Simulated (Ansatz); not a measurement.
**ClFH5NSi (built from SMILES F[SiH2]Cl.N): molecular dynamics**

Aim: follow the atoms for 60 steps of 0.5 fs with a Langevin thermostat, with velocities drawn for 500 K, and see to which side of the barrier the system falls.

Method: r2SCAN-D4/def2-SVPD; program: Ansatz 0.2.0, Gaussian basis.

1 further run of the same task is left out (it didn't finish). Runs told in other sessions of the task aren't counted.

## Step 1: Starting geometry

The start, a first-order saddle point found at PBE0-D4 in triple zeta: 9 atoms, charge 0, spin multiplicity 1.

Atoms are counted from 1 here; the program's logs count them from 0.

Bond lengths: Si1–H3 1.467 Å, Si1–H4 1.467 Å, Si1–Cl5 2.109 Å, Si1–N7 1.825 Å, H6–N7 1.232 Å, N7–H8 1.013 Å, N7–H9 1.013 Å. Angles: H3–Si1–H4 124.3°, H3–Si1–Cl5 101.0°, H3–Si1–N7 112.6°, H4–Si1–Cl5 101.0°, H4–Si1–N7 112.6°, Cl5–Si1–N7 100.6°, Si1–N7–H6 81.7°, Si1–N7–H8 114.5°, Si1–N7–H9 114.5°, H6–N7–H8 117.6°, H6–N7–H9 117.6°, H8–N7–H9 108.9°.

As a file:

```xyz
9
ClFH5NSi
Si   -0.5888    0.5243   -0.1811
F    -1.0090   -1.5632   -0.2129
H    -0.9080    0.4417   -1.6111
H    -1.5903    0.5368    0.8909
Cl    0.1649    2.4896   -0.0508
H     0.1235   -1.3785    0.0879
N     0.8985   -0.4362    0.2615
H     1.6707   -0.3385   -0.3867
H     1.2383   -0.2759    1.2023
```

## Step 2: Dynamics

The input, md/in.yaml:

```yaml
crystal:
  periodic: [false, false, false]
  atoms:
    - {symbol: Si, position_ang: [-0.588751, 0.524293, -0.181136]}
    - {symbol: F, position_ang: [-1.008981, -1.563155, -0.212859]}
    - {symbol: H, position_ang: [-0.908031, 0.441680, -1.611074]}
    - {symbol: H, position_ang: [-1.590288, 0.536824, 0.890875]}
    - {symbol: Cl, position_ang: [0.164947, 2.489576, -0.050815]}
    - {symbol: H, position_ang: [0.123520, -1.378524, 0.087939]}
    - {symbol: N, position_ang: [0.898550, -0.436160, 0.261490]}
    - {symbol: H, position_ang: [1.670695, -0.338532, -0.386740]}
    - {symbol: H, position_ang: [1.238339, -0.275903, 1.202321]}
basis:
  gaussian: {orbitals: def2-SVPD}
hamiltonian: {xc: r2scan, dispersion: d4}
md: {n_steps: 60, timestep: 0.5, temperature: 500, ensemble: nvt_langevin, seed: 300, friction: 0.002, initial_velocities: maxwell_boltzmann}
```

Run with:

```sh
> ansatz run in.yaml --threads 4 --pin off --events-out ev --progress --plain --max-ram 9574MiB
```

What it wrote, cut to the lines that bear on the results:

```text
Functional definition: r2SCAN
  name "r2SCAN"
  cite "Furness, Kaplan, Ning, Perdew & Sun, J. Phys. Chem. Lett. 11, 8208 (2020) doi:10.1021/acs.jpclett.0c02405"
  cite "Furness, Kaplan, Ning, Perdew & Sun, J. Phys. Chem. Lett. 11, 9248 (2020) doi:10.1021/acs.jpclett.0c03077"
  parent r2scan
[...]
1184 factors; their error is unknown
[...]
mean field -24678.13334757 eV, -906.9046730838 hartree, gradient 1.1e-5 eV, S^2 0.000000; 0 other end points of the search recorded, 0 dependent functions left out
[...]
reference -24678.13336297 eV, -906.9046736497 hartree; 26, 26 occupied and 108, 108 virtual orbitals, 1184 factors
md step     0: t =     0.00 fs  T =   444.4 K  F+E_penalty+E_count = -24678.17486515 eV  E_kin = 0.517040 eV  (28 SCF iters)
[...]
md step    15: t =     7.50 fs  T =   222.1 K  F+E_penalty+E_count = -24677.88393683 eV  E_kin = 0.258382 eV  (33 SCF iters)
[...]
md step    30: t =    15.00 fs  T =   380.6 K  F+E_penalty+E_count = -24678.02792385 eV  E_kin = 0.442804 eV  (31 SCF iters)
[...]
md step    45: t =    22.50 fs  T =   415.6 K  F+E_penalty+E_count = -24678.10275612 eV  E_kin = 0.483503 eV  (32 SCF iters)
[...]
md step    59: t =    29.50 fs  T =   740.5 K  F+E_penalty+E_count = -24678.47023520 eV  E_kin = 0.861412 eV  (31 SCF iters)
[...]
md step    60: t =    30.00 fs  T =   753.3 K  F+E_penalty+E_count = -24678.48096844 eV  E_kin = 0.876336 eV  (28 SCF iters)
Total energy: -24678.48098377 eV, -906.9174484782 hartree
Atom 0 at    -0.735529     0.412726    -0.275827 Å, force     0.996801    -1.491891     0.461503 eV/Å
Atom 1 at    -0.935237    -1.503455    -0.294272 Å, force    -0.259215     1.638454     0.117870 eV/Å
Atom 2 at    -0.972765     0.381817    -1.687003 Å, force     0.027204     0.377765    -0.946306 eV/Å
Atom 3 at    -1.788645     0.644077     0.701757 Å, force    -0.200228    -0.083558     0.390400 eV/Å
Atom 4 at     0.192439     2.487617    -0.014680 Å, force    -0.368138    -0.688370    -0.219833 eV/Å
Atom 5 at     0.720753    -1.276501     0.365021 Å, force     0.186270    -0.134421     0.227231 eV/Å
Atom 6 at     0.988904    -0.283340     0.366629 Å, force     0.300891    -0.096639    -1.918220 eV/Å
Atom 7 at     1.840167    -0.140312    -0.241310 Å, force    -1.201379     0.126515     0.856710 eV/Å
Atom 8 at     1.142077     0.086378     1.278730 Å, force     0.517795     0.352144     1.030645 eV/Å
Dipole moment:     0.724420    -0.365591     0.278225 e Å
```

Run time: 2 min. Hardware: 4 threads of Arm Neoverse V2, shared host.

## Step 3: The trajectory

Every 3 steps:

```tsv
time (fs)	T (K)	potential (meV)	potential + kinetic (meV)	Si1–N7 (Å)	F2–H6 (Å)	Si1–F2 (Å)	H6–N7 (Å)
0.00	444	0.0	0.0	1.825	1.186	2.130	1.232
1.50	362	90.7	-4.8	1.844	1.182	2.133	1.231
3.00	272	207.3	6.3	1.863	1.184	2.137	1.230
4.50	245	246.1	13.9	1.880	1.193	2.142	1.226
6.00	213	280.2	11.0	1.894	1.209	2.145	1.216
7.50	222	290.9	32.3	1.904	1.232	2.148	1.198
9.00	286	222.5	37.9	1.913	1.265	2.150	1.174
10.50	301	216.6	49.7	1.918	1.307	2.149	1.144
12.00	297	221.2	49.9	1.922	1.361	2.148	1.114
13.50	347	170.4	57.3	1.924	1.420	2.145	1.091
15.00	381	146.9	72.7	1.926	1.487	2.139	1.077
16.50	367	157.4	67.7	1.927	1.556	2.131	1.070
18.00	428	87.4	67.8	1.927	1.628	2.120	1.061
19.50	493	26.9	83.6	1.926	1.699	2.107	1.051
21.00	464	47.2	70.5	1.925	1.762	2.092	1.038
22.50	416	72.1	38.6	1.928	1.811	2.074	1.026
24.00	418	80.3	49.2	1.934	1.840	2.052	1.026
25.50	428	57.8	38.5	1.943	1.847	2.026	1.033
27.00	556	-71.8	57.4	1.952	1.837	1.996	1.037
28.50	713	-244.4	68.3	1.960	1.817	1.962	1.035
30.00	753	-306.1	53.2	1.967	1.797	1.927	1.029
```

Energies count from the start.

Positions (Å) and forces (eV/Å) at 12.00 fs:

```xyz
9

Si   -0.638    0.540   -0.243   -0.087   -1.467    0.100
F    -0.967   -1.583   -0.220   -0.273    0.716   -0.382
H    -0.991    0.653   -1.719    0.164   -0.493    0.791
H    -1.525    0.508    0.927   -0.319    0.102   -0.113
Cl    0.175    2.478   -0.034    0.324    0.522    0.042
H     0.315   -1.363    0.179    0.296   -0.105   -0.094
N     0.916   -0.437    0.325    1.213    1.848   -2.225
H     1.738   -0.129   -0.290   -1.324   -1.137    0.827
H     1.197   -0.154    1.242    0.006    0.014    1.053
```

Positions (Å) and forces (eV/Å) at 30.00 fs:

```xyz
9

Si   -0.736    0.413   -0.276    0.997   -1.492    0.462
F    -0.935   -1.503   -0.294   -0.259    1.638    0.118
H    -0.973    0.382   -1.687    0.027    0.378   -0.946
H    -1.789    0.644    0.702   -0.200   -0.084    0.390
Cl    0.192    2.488   -0.015   -0.368   -0.688   -0.220
H     0.721   -1.277    0.365    0.186   -0.134    0.227
N     0.989   -0.283    0.367    0.301   -0.097   -1.918
H     1.840   -0.140   -0.241   -1.201    0.127    0.857
H     1.142    0.086    1.279    0.518    0.352    1.031
```

## Step 4: Summary of results

```
                                                 quantity              value
                                                   length  60 steps, 30.0 fs
                                 temperature at the start              444 K
                            mean temperature, second half              488 K
lowest and highest potential energy, from the first frame   -306 and 298 meV
                    largest change of potential + kinetic           87.5 meV
```

What this shows: By the last frame it has moved back towards the start side of the step. The system runs downhill by 0.31 eV, and that energy turns into motion. The thermostat trades energy with the molecule, so the sum of potential and kinetic energy isn't conserved: it changes by +53 meV over the run. The instant temperature ranges from 210 to 753 K, as energy passes between motion and strain. Under Langevin the temperature counts 3N degrees of freedom, more than the drawn velocities fill, so it starts at 444 K, not 500 K.
